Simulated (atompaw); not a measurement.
# A PAW (atompaw) potential for Zn, from input to tests

Aim: build the potential from the settings below, then test how well it stands in for the atom: scattering, ghost states and the plane-wave cutoff that it needs.

The numbers are computed with atompaw 4.2.0.5 (PBEsol, scalar-relativistic, spin-unpolarised reference atom).

## Step 1: Settings

Typed settings, in words:

```json
{
 "element": "zinc (Zn, Z = 30)",
 "type": "PAW",
 "frozen core": "[Ne]",
 "valence charge": "20",
 "reference configuration": "3s2 3p6 3d10 4s2 4p0",
 "partial waves": "3s (bound): rc 0.85 bohr; 4s (bound): rc 1.60 bohr; 3p (bound): rc 0.80 bohr; 4p (bound, empty): rc 1.40 bohr; 3d (bound): rc 1.60 bohr; 3d channel at 1.25 Ry: rc 1.60 bohr",
 "local potential": "bessel scheme, radius 1.40 bohr",
 "core correction": "smooth core density matched at 0.85 bohr",
 "augmentation charge": "sinc compensation charge, radius 1.30 bohr; PAW radius 1.60 bohr; waves and projectors: custom polynom gramschmidtortho"
}
```

The outer shells as boxes (Hund's rule for the drawing; the calculation is spin-unpolarised):

```
[Ne] core
3s [↑↓]
3p [↑↓][↑↓][↑↓]
3d [↑↓][↑↓][↑↓][↑↓][↑↓]
4s [↑↓]
4p [  ][  ][  ]
```

## Step 2: Generating the potential

Zn.input

```
Zn 30
GGA-PBESOL scalarrelativistic loggrid 1500 logderivrange -11 5 401
4 4 3 0 0 0
4 1 0
0 0 0
c
c
v
v
c
v
v
v
2
1.60 1.30 1.40 0.85
n
n
y
1.25
n
custom polynom gramschmidtortho sinc
bessel
0.85
1.60
0.80
1.40
1.60
1.60
PWSCFOUT
UPFDX 0.0125d0 UPFXMIN -7.d0 UPFZMESH 30.d0
END
```

The run is started by

```bash
$ atompaw < Zn.input > Zn.log
```

**Question.** What will these runs give? Wanted: cutoffs for 10 and 1 mRy, occupied levels; bound ghosts; largest phase difference near zero energy, channels read; lowest eigenvalue of the overlap; share of valence orbitals outside the PAW sphere; UPF file.

As calculated:

| quantity | value |
| --- | --- |
| cutoffs for 10 and 1 mRy, occupied levels | 110 Ry and 200 Ry |
| bound ghosts | none found |
| largest phase difference near zero energy, channels read | 0.002 rad |
| lowest eigenvalue of the overlap (Bessel basis) | 0.463 (p) |
| share of valence orbitals outside the PAW sphere | 3s 0 %, 4s 86 %, 3p 1 %, 4p 97 %, 3d 10 % |
| UPF file | written |

In words: It counts as hard, with 110 Ry needed at the looser tolerance. The slowest occupied level is 3p: taken alone it needs 160 Ry to come within 1 mRy, against 90 Ry for 3s. No bound ghost shows below the valence levels. Near zero energy the phases of the channels with partial waves agree within 0.002 rad. All of this concerns the isolated atom, not yet a solid.
